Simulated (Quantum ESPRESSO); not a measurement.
# Bi2Te3 (Tellurobismuthite) (R-3m) in Quantum ESPRESSO: settings compared

The runs below take Bi2Te3 (Tellurobismuthite) through single point, band structure, with LDA, r2SCAN.

Program: Quantum ESPRESSO 7.5. These are calculated values, not measurements. Logs are shortened: lines on timing, memory, paths and dates and some standing lists are left out, and cuts for length are marked.

## 1. Starting point

It takes space group R-3m (No. 166, trigonal). The conventional cell has a = 4.386 Å, b = 4.386 Å, c = 30.497 Å, α = 90.00°, β = 90.00°, γ = 120.00°. Bi (site symmetry 3m) is surrounded by 6 Te at 3.07 to 3.25 Å. Around Te (site symmetry 3m) lie 3 Bi at 3.07 Å. Around Te (site symmetry -3m) lie 6 Bi at 3.25 Å.

## 2. Single point, LDA, 31.84 Å³/atom

Contents of pw.in:

```
&CONTROL
  calculation = 'scf'
  prefix = 'pwscf'
  outdir = './tmp'
  pseudo_dir = './pseudo'
  tstress = .true.
  disk_io = 'nowf'
/
&SYSTEM
  ibrav = 0
  nat = 5
  ntyp = 2
  ecutwfc = 80
  nbnd = 51
  occupations = 'smearing'
  smearing = 'fd'
  degauss = 0.00367493
/
&ELECTRONS
  conv_thr = 1d-09
  electron_maxstep = 120
  mixing_beta = 0.5
/
ATOMIC_SPECIES
Bi   208.9804 Bi.upf
Te   127.6000 Te.upf
CELL_PARAMETERS angstrom
   2.1482323364    1.2402825177    9.9581458525
  -2.1482323364    1.2402825177    9.9581458525
   0.0000000000   -2.4805650355    9.9581458525
ATOMIC_POSITIONS crystal
Bi     0.6000000000    0.6000000000    0.6000000000
Bi     0.4000000000    0.4000000000    0.4000000000
Te     0.7905000000    0.7905000000    0.7905000000
Te     0.2095000000    0.2095000000    0.2095000000
Te     0.0000000000    0.0000000000    0.0000000000
K_POINTS automatic
3 3 3 0 0 0
```

Potentials or basis: PseudoDojo 0.4.1 SR LDA standard.

On the command line:

```sh
$ OMP_NUM_THREADS=1 mpirun -n 2 pw.x -nk 2 -in pw.in > pw.out
```

pw.out:

```text
This program is part of the open-source Quantum ESPRESSO suite
     for quantum simulation of materials; please cite
         "P. Giannozzi et al., J. Phys.:Condens. Matter 21 395502 (2009);
         "P. Giannozzi et al., J. Phys.:Condens. Matter 29 465901 (2017);
         "P. Giannozzi et al., J. Chem. Phys. 152 154105 (2020);
     in publications or presentations arising from this work. More details at

     Message from routine setup:
     using ibrav=0 with symmetry is DISCOURAGED, use correct ibrav instead

     K-points division:     npool     =       2
     Subspace diagonalization in iterative solution of the eigenvalue problem:
     a serial algorithm will be used

     G-vector sticks info
     --------------------
     sticks:   dense  smooth     PW     G-vecs:    dense   smooth      PW
     Sum        3925    3925   1121               103691   103691   15849

     Using Slab Decomposition

     bravais-lattice index     =            0
     lattice parameter (alat)  =      19.3932  a.u.
     unit-cell volume          =    1074.3065 (a.u.)^3
     number of atoms/cell      =            5
     number of atomic types    =            2
     number of electrons       =        78.00
     number of Kohn-Sham states=           51
     kinetic-energy cutoff     =      80.0000  Ry
     charge density cutoff     =     320.0000  Ry
     scf convergence threshold =      1.0E-09
     mixing beta               =       0.5000
     number of iterations used =            8  plain     mixing
     Exchange-correlation= SLA  PW   NOGX NOGC
                           (   1   4   0   0   0   0   0)

     celldm(1)=  19.393219  celldm(2)=   0.000000  celldm(3)=   0.000000
     celldm(4)=   0.000000  celldm(5)=   0.000000  celldm(6)=   0.000000

     crystal axes: (cart. coord. in units of alat)
               a(1) = (   0.209329   0.120856   0.970348 )
               a(2) = (  -0.209329   0.120856   0.970348 )
               a(3) = (   0.000000  -0.241713   0.970348 )

     reciprocal axes: (cart. coord. in units 2 pi/alat)
               b(1) = (  2.388580  1.379047  0.343519 )
               b(2) = ( -2.388580  1.379047  0.343519 )
               b(3) = ( -0.000000 -2.758095  0.343519 )

     PseudoPot. # 1 for Bi read from file:
     Bi.upf
     Pseudo is Norm-conserving + core correction, Zval = 15.0
     Generated using ONCVPSP code by D. R. Hamann
     Using radial grid of 1454 points,  6 beta functions with:
                l(1) =   0
                l(2) =   0
                l(3) =   1
                l(4) =   1
                l(5) =   2
                l(6) =   2

     PseudoPot. # 2 for Te read from file:
     Te.upf
     Pseudo is Norm-conserving + core correction, Zval = 16.0
     Generated using ONCVPSP code by D. R. Hamann
     Using radial grid of 1278 points,  6 beta functions with:
                l(1) =   0
                l(2) =   0
                l(3) =   1
                l(4) =   1
                l(5) =   2
                l(6) =   2

     atomic species   valence    mass     pseudopotential
     Bi               15.00   208.98040     Bi( 1.00)
     Te               16.00   127.60000     Te( 1.00)

     12 Sym. Ops., with inversion, found

   Cartesian axes

     site n.     atom                  positions (alat units)
         1        Bi     tau(   1) = (  -0.0000000  -0.0000000   1.7466261  )
         2        Bi     tau(   2) = (  -0.0000000  -0.0000000   1.1644174  )
         3        Te     tau(   3) = (   0.0000000  -0.0000000   2.3011799  )
         4        Te     tau(   4) = (   0.0000000  -0.0000000   0.6098636  )
         5        Te     tau(   5) = (   0.0000000   0.0000000   0.0000000  )

     number of k points=     6  Fermi-Dirac smearing, width (Ry)=  0.0037
                       cart. coord. in units 2pi/alat
        k(    1) = (   0.0000000   0.0000000   0.0000000), wk =   0.0740741
        k(    2) = (  -0.0000000  -0.9193649   0.1145065), wk =   0.4444444
        k(    3) = (  -0.7961933  -0.4596824   0.2290129), wk =   0.4444444
[... 54 lines left out ...]
     estimated scf accuracy    <       0.00000001 Ry

     iteration #  9     ecut=    80.00 Ry     beta= 0.50
     Davidson diagonalization with overlap
     ethr =  1.64E-11,  avg # of iterations =  2.7

     total energy              =    -955.54861641 Ry
     estimated scf accuracy    <          1.1E-09 Ry

     iteration # 10     ecut=    80.00 Ry     beta= 0.50
     Davidson diagonalization with overlap
     ethr =  1.37E-12,  avg # of iterations =  2.5

     End of self-consistent calculation

          k = 0.0000 0.0000 0.0000 ( 12965 PWs)   bands (ev):

   -26.5308 -26.5308 -26.5236 -26.5209 -26.5203 -26.5203 -26.5196 -26.5196
   -26.5172 -26.5172 -26.3863 -26.3751 -26.3751 -26.3260 -26.3260 -12.9043
   -12.9043 -12.9017 -12.9017 -12.8778 -12.8778 -12.8776 -12.8760 -12.8760
   -12.8760  -3.6494  -2.8592  -1.5899   1.1768   1.6819   7.7518   8.0350
     8.3552   8.3552   8.3835   8.3835   9.2932   9.2932  10.2718  10.4642
    10.7947  10.7947  12.1889  12.3921  12.3921  14.9765  15.4991  16.1818
    16.1818  16.5275  16.5275

          k =-0.0000-0.9194 0.1145 ( 13007 PWs)   bands (ev):

   -26.5307 -26.5295 -26.5239 -26.5222 -26.5202 -26.5196 -26.5188 -26.5184
   -26.5173 -26.5170 -26.3857 -26.3755 -26.3752 -26.3259 -26.3248 -12.9148
   -12.9111 -12.8953 -12.8923 -12.8844 -12.8819 -12.8752 -12.8730 -12.8690
   -12.8670  -2.6298  -2.0623  -0.9223   0.0323   0.8469   5.2007   6.2668
     6.4838   7.0085   7.4127   7.4778   8.6769   9.2232   9.6029  11.0365
    11.4466  12.0986  12.9208  13.4838  13.7083  14.5581  15.3489  16.5470
    17.7288  17.9073  18.3242

          k =-0.7962-0.4597 0.2290 ( 12991 PWs)   bands (ev):

   -26.5307 -26.5295 -26.5239 -26.5222 -26.5202 -26.5196 -26.5188 -26.5184
   -26.5173 -26.5170 -26.3857 -26.3755 -26.3752 -26.3259 -26.3248 -12.9148
   -12.9112 -12.8953 -12.8923 -12.8844 -12.8820 -12.8752 -12.8730 -12.8689
   -12.8671  -2.6176  -2.0721  -1.0057   0.3439   0.6111   4.9798   6.2583
     6.8352   7.0960   7.7590   7.8828   8.4638   8.5060   8.6852  11.7902
    12.2270  12.7246  12.8759  12.8899  13.4581  13.9887  15.7033  16.7387
    17.0039  17.6858  17.8272

          k =-0.7962 1.3790 0.0000 ( 12924 PWs)   bands (ev):

   -26.5312 -26.5267 -26.5267 -26.5204 -26.5204 -26.5197 -26.5191 -26.5176
   -26.5176 -26.5168 -26.3854 -26.3755 -26.3755 -26.3250 -26.3250 -12.9074
   -12.9074 -12.9043 -12.8980 -12.8789 -12.8779 -12.8779 -12.8770 -12.8655
   -12.8654  -1.0657  -1.0429  -0.8304  -0.8264  -0.7802   5.0645   5.4164
     5.7447   5.9826   6.9358   7.0375   8.3706   8.6415   9.5597  11.2713
    12.3981  12.4104  13.9768  14.1832  14.7674  15.6708  16.1592  16.1815
    16.5965  16.7716  18.2219

          k = 0.0000-0.0000 0.3435 ( 13017 PWs)   bands (ev):

   -26.5308 -26.5308 -26.5236 -26.5209 -26.5203 -26.5203 -26.5196 -26.5196
   -26.5172 -26.5172 -26.3863 -26.3751 -26.3751 -26.3260 -26.3260 -12.9043
   -12.9043 -12.9017 -12.9017 -12.8779 -12.8779 -12.8775 -12.8760 -12.8760
   -12.8760  -3.5475  -3.1074  -1.1979   0.4014   2.3048   7.2463   8.2450
     8.2450   8.5144   8.6078   8.6078   9.0722   9.0722   9.8732  10.9329
    11.1536  11.1536  12.0349  12.0513  12.0513  14.8397  15.7796  15.8035
    15.8035  17.0779  17.3466

          k = 0.0000 1.8387 0.1145 ( 12979 PWs)   bands (ev):

   -26.5307 -26.5295 -26.5239 -26.5222 -26.5202 -26.5196 -26.5188 -26.5184
   -26.5173 -26.5170 -26.3857 -26.3755 -26.3752 -26.3259 -26.3248 -12.9148
   -12.9112 -12.8953 -12.8924 -12.8844 -12.8820 -12.8752 -12.8730 -12.8689
   -12.8671  -2.5103  -2.2780  -0.7344   0.0170   0.7519   5.3062   5.9151
     6.8188   6.9415   7.2515   7.5351   9.1173   9.2159   9.4832  11.1540
    11.4263  11.4916  12.9737  13.5650  13.7524  14.8940  14.9658  16.8354
    17.4518  17.9648  18.1568

     the Fermi energy is    10.3679 ev

!    total energy              =    -955.54861641 Ry
     estimated scf accuracy    <          5.5E-11 Ry
     smearing contrib. (-TS)   =      -0.00020914 Ry
     internal energy E=F+TS    =    -955.54840727 Ry

     The total energy is F=E-TS. E is the sum of the following terms:
     one-electron contribution =    -374.03344637 Ry
     hartree contribution      =     223.17425439 Ry
     xc contribution           =    -231.30584959 Ry
     ewald contribution        =    -573.38336570 Ry

     convergence has been achieved in  10 iterations

     Computing stress (Cartesian axis) and pressure

          total   stress  (Ry/bohr**3)                   (kbar)     P=       19.28
   0.00016886  -0.00000000   0.00000000           24.84       -0.00        0.00
  -0.00000000   0.00016886   0.00000000           -0.00       24.84        0.00
  -0.00000000   0.00000000   0.00005554           -0.00        0.00        8.17

=------------------------------------------------------------------------------=
   JOB DONE.
=------------------------------------------------------------------------------=
```

It took 4.3 min on 2 MPI ranks of Intel Xeon Platinum 8488C (Sapphire Rapids), shared host; peak memory 0.62 GiB.

Results:

```
Free energy            : -13000.9012 eV
Pressure               : 1.9 GPa
Band gap on the k mesh : 0.19 eV, direct
```

Caveat: the k mesh is coarse (spacing up to 0.57 Å⁻¹), so the values aren't converged; spin-orbit coupling is left out, which as a rule narrows the gap of such compounds by several tenths of an eV; an odd mesh through Γ misses points on the zone boundary, where band edges often lie.

## 3. Single point, LDA, 32.52 Å³/atom

Changes to pw.in since step 2:

```diff
@@ -27,5 +27,5 @@
 CELL_PARAMETERS angstrom
-   2.1482323364    1.2402825177    9.9581458525
-  -2.1482323364    1.2402825177    9.9581458525
-   0.0000000000   -2.4805650355    9.9581458525
+   2.1633612316    1.2490171894   10.0282759508
+  -2.1633612316    1.2490171894   10.0282759508
+   0.0000000000   -2.4980343789   10.0282759508
 ATOMIC_POSITIONS crystal
```

Potentials or basis: PseudoDojo 0.4.1 SR LDA standard.

On the command line:

```sh
$ OMP_NUM_THREADS=1 mpirun -n 2 pw.x -nk 2 -in pw.in > pw.out
```

Run time: 4.3 min. Hardware: 2 MPI ranks of Intel Xeon Platinum 8488C (Sapphire Rapids), shared host; peak memory 0.62 GiB.

Results (log left out):

```yaml
Free_energy: -13000.9281 eV
Pressure: 0.6 GPa
Band_gap_on_the_k_mesh: 0.21 eV, direct
```

Caveat: the k mesh is coarse (spacing up to 0.56 Å⁻¹), so the values aren't converged; spin-orbit coupling is left out, which as a rule narrows the gap of such compounds by several tenths of an eV; an odd mesh through Γ misses points on the zone boundary, where band edges often lie.

## 4. Single point, LDA, 35.90 Å³/atom

Changes to pw.in since step 3:

```diff
@@ -27,5 +27,5 @@
 CELL_PARAMETERS angstrom
-   2.1633612316    1.2490171894   10.0282759508
-  -2.1633612316    1.2490171894   10.0282759508
-   0.0000000000   -2.4980343789   10.0282759508
+   2.2360109196    1.2909615063   10.3650440818
+  -2.2360109196    1.2909615063   10.3650440818
+   0.0000000000   -2.5819230127   10.3650440818
 ATOMIC_POSITIONS crystal
```

On the command line:

```sh
$ OMP_NUM_THREADS=1 mpirun -n 2 pw.x -nk 2 -in pw.in > pw.out
```

It took 5 min on 2 MPI ranks of Intel Xeon Platinum 8488C (Sapphire Rapids), shared host; peak memory 0.66 GiB.

It converged, with:

```
Free energy            : -13000.7192 eV
Pressure               : -4.1 GPa
Band gap on the k mesh : 0.25 eV, direct
```

Caveat: the k mesh is coarse (spacing up to 0.54 Å⁻¹), so the values aren't converged; spin-orbit coupling is left out, which as a rule narrows the gap of such compounds by several tenths of an eV; an odd mesh through Γ misses points on the zone boundary, where band edges often lie.

## 5. Band structure, r2SCAN

Contents of pw.in:

```
&CONTROL
  calculation = 'scf'
  prefix = 'pwscf'
  outdir = './tmp'
  pseudo_dir = './pseudo'
  tprnfor = .true.
  tstress = .true.
  disk_io = 'low'
/
&SYSTEM
  ibrav = 0
  celldm(1) = 8
  nat = 5
  ntyp = 2
  ecutwfc = 70
  nbnd = 51
  input_dft = 'r2scan'
  occupations = 'smearing'
  smearing = 'fd'
  degauss = 0.00367493
  nosym = .true.
/
&ELECTRONS
  conv_thr = 1d-08
  electron_maxstep = 120
  mixing_beta = 0.5
/
ATOMIC_SPECIES
Bi   208.9804 Bi_ONCV_PBE-1.2.upf
Te   127.6000 Te_ONCV_PBE-1.2.upf
CELL_PARAMETERS alat
  0.5180211739130   0.2990796641969   2.4012907342875
 -0.5180211739130   0.2990796641969   2.4012907342875
  0.0000000000000  -0.5981593284173   2.4012907342875
ATOMIC_POSITIONS crystal
Bi     0.6000000000    0.6000000000    0.6000000000
Bi     0.4000000000    0.4000000000    0.4000000000
Te     0.7905000000    0.7905000000    0.7905000000
Te     0.2095000000    0.2095000000    0.2095000000
Te     0.0000000000    0.0000000000    0.0000000000
K_POINTS automatic
3 3 3 0 0 0
```

Contents of bands.in:

```
&CONTROL
  calculation = 'bands'
  prefix = 'pwscf'
  outdir = './tmp'
  pseudo_dir = './pseudo'
  disk_io = 'low'
  verbosity = 'high'
/
&SYSTEM
  ibrav = 0
  celldm(1) = 8
  nat = 5
  ntyp = 2
  ecutwfc = 70
  nbnd = 51
  input_dft = 'r2scan'
  occupations = 'smearing'
  smearing = 'fd'
  degauss = 0.00367493
  nosym = .true.
/
&ELECTRONS
  conv_thr = 1d-08
  electron_maxstep = 120
  mixing_beta = 0.5
  diago_full_acc = .true.
  startingwfc = 'random'
/
ATOMIC_SPECIES
Bi   208.9804 Bi_ONCV_PBE-1.2.upf
Te   127.6000 Te_ONCV_PBE-1.2.upf
CELL_PARAMETERS alat
  0.5180211739130   0.2990796641969   2.4012907342875
 -0.5180211739130   0.2990796641969   2.4012907342875
  0.0000000000000  -0.5981593284173   2.4012907342875
ATOMIC_POSITIONS crystal
Bi     0.6000000000    0.6000000000    0.6000000000
Bi     0.4000000000    0.4000000000    0.4000000000
Te     0.7905000000    0.7905000000    0.7905000000
Te     0.2095000000    0.2095000000    0.2095000000
Te     0.0000000000    0.0000000000    0.0000000000
K_POINTS crystal
60
 0.0000000000  0.0000000000  0.0000000000 1
 0.0555555556  0.0000000000  0.0000000000 1
 0.1111111111  0.0000000000  0.0000000000 1
 0.1666666667  0.0000000000  0.0000000000 1
 0.2222222222  0.0000000000  0.0000000000 1
 0.2777777778  0.0000000000  0.0000000000 1
 0.3333333333  0.0000000000  0.0000000000 1
 0.3888888889  0.0000000000  0.0000000000 1
 0.4444444444  0.0000000000  0.0000000000 1
 0.5000000000  0.0000000000  0.0000000000 1
 0.5000000000  0.0354016785 -0.0354016785 1
 0.5000000000  0.0708033570 -0.0708033570 1
 0.5000000000  0.1062050355 -0.1062050355 1
 0.5000000000  0.1416067140 -0.1416067140 1
 0.5000000000  0.1770083925 -0.1770083925 1
 0.8229916075  0.5000000000  0.1770083925 1
 0.7906924468  0.5000000000  0.2093075532 1
 0.7583932860  0.5000000000  0.2416067140 1
 0.7260941253  0.5000000000  0.2739058747 1
 0.6937949645  0.5000000000  0.3062050355 1
 0.6614958038  0.5000000000  0.3385041962 1
 0.6291966430  0.5000000000  0.3708033570 1
 0.5968974823  0.5000000000  0.4031025177 1
 0.5645983215  0.5000000000  0.4354016785 1
 0.5322991608  0.5000000000  0.4677008392 1
 0.5000000000  0.5000000000  0.5000000000 1
 0.3333333333  0.3333333333  0.3333333333 1
 0.1666666667  0.1666666667  0.1666666667 1
 0.0000000000  0.0000000000  0.0000000000 1
 0.0307731087  0.0000000000 -0.0307731087 1
 0.0615462175  0.0000000000 -0.0615462175 1
 0.0923193262  0.0000000000 -0.0923193262 1
 0.1230924350  0.0000000000 -0.1230924350 1
 0.1538655437  0.0000000000 -0.1538655437 1
 0.1846386525  0.0000000000 -0.1846386525 1
 0.2154117612  0.0000000000 -0.2154117612 1
 0.2461848700  0.0000000000 -0.2461848700 1
 0.2769579787  0.0000000000 -0.2769579787 1
 0.3077310875  0.0000000000 -0.3077310875 1
 0.3385041962  0.0000000000 -0.3385041962 1
 0.6614958038  0.3385041962  0.0000000000 1
 0.6291966430  0.3708033570  0.0000000000 1
 0.5968974823  0.4031025177  0.0000000000 1
 0.5645983215  0.4354016785  0.0000000000 1
 0.5322991608  0.4677008392  0.0000000000 1
 0.5000000000  0.5000000000  0.0000000000 1
 0.6614958038  0.6614958038  0.1770083925 1
 0.6453462234  0.6453462234  0.2093075532 1
 0.6291966430  0.6291966430  0.2416067140 1
 0.6130470626  0.6130470626  0.2739058747 1
 0.5968974823  0.5968974823  0.3062050355 1
 0.5807479019  0.5807479019  0.3385041962 1
 0.5645983215  0.5645983215  0.3708033570 1
 0.5484487411  0.5484487411  0.4031025177 1
 0.5322991608  0.5322991608  0.4354016785 1
 0.5161495804  0.5161495804  0.4677008392 1
 0.5000000000  0.5000000000  0.5000000000 1
 0.5000000000  0.0000000000  0.0000000000 1
 0.6614958038  0.1692520981  0.1692520981 1
 0.8229916075  0.3385041962  0.3385041962 1
```

Potentials or basis: SG15 PBE 1.2.

On the command line:

```sh
$ OMP_NUM_THREADS=1 mpirun -n 4 pw.x -nk 2 -in pw.in > pw.out
$ OMP_NUM_THREADS=1 mpirun -n 4 pw.x -nk 4 -in bands.in > bands.out
```

Run time: 30 min. Hardware: 4 MPI ranks of Intel Xeon 6975P-C (Granite Rapids), shared host; peak memory 1.4 GiB.

The run converged. Its results:

```
Free energy             : -10780.7109 eV
Pressure                : 0.3 GPa
Largest force           : 0.414 eV/Å
Band gap on the k mesh  : 0.51 eV, direct
Band gap along the path : 0.51 eV, direct
```

Forces in eV/Å, atoms in the order of the input:
```
Bi   0.000  0.000 -0.247
Bi   0.000  0.000  0.248
Te   0.000  0.000 -0.414
Te   0.000  0.000  0.413
Te   0.000  0.000 -0.001
```

Stress tensor (GPa, compression positive):
```
 0.66  0.00  0.00
 0.00  0.66  0.00
 0.00  0.00 -0.36
```

Levels at the corners of the path, in eV from the valence-band top:
| point | band 37 | band 38 | band 39 | band 40 | band 41 | band 42 |
| --- | --- | --- | --- | --- | --- | --- |
| Γ | -0.85 | -0.85 | 0.00 | 0.51 | 0.79 | 0.79 |
| L | -2.39 | -0.90 | -0.51 | 0.80 | 1.23 | 2.94 |
| B1 | -1.93 | -0.97 | -0.78 | 1.39 | 1.64 | 2.68 |
| B | -1.93 | -0.97 | -0.78 | 1.39 | 1.64 | 2.68 |
| Z | -1.14 | -1.14 | -0.41 | 1.03 | 1.27 | 1.27 |
| Γ | -0.85 | -0.85 | 0.00 | 0.51 | 0.79 | 0.79 |
| X | -1.61 | -1.37 | -0.66 | 1.28 | 2.18 | 2.23 |
| Q | -1.61 | -1.37 | -0.66 | 1.28 | 2.18 | 2.23 |
| F | -1.82 | -1.53 | -0.95 | 1.09 | 1.78 | 2.20 |
| P1 | -1.34 | -1.30 | -1.21 | 1.39 | 1.53 | 1.84 |
| Z | -1.14 | -1.14 | -0.41 | 1.03 | 1.27 | 1.27 |
| L | -2.39 | -0.90 | -0.51 | 0.80 | 1.23 | 2.94 |
| P | -1.34 | -1.30 | -1.21 | 1.39 | 1.53 | 1.84 |

Caveat: the k mesh is coarse (spacing up to 0.56 Å⁻¹), so the values aren't converged; the potentials were made for another functional, which shifts forces and pressure; spin-orbit coupling is left out, which as a rule narrows the gap of such compounds by several tenths of an eV. r2SCAN opens gaps a little over a GGA but as a rule still falls short of measured ones.
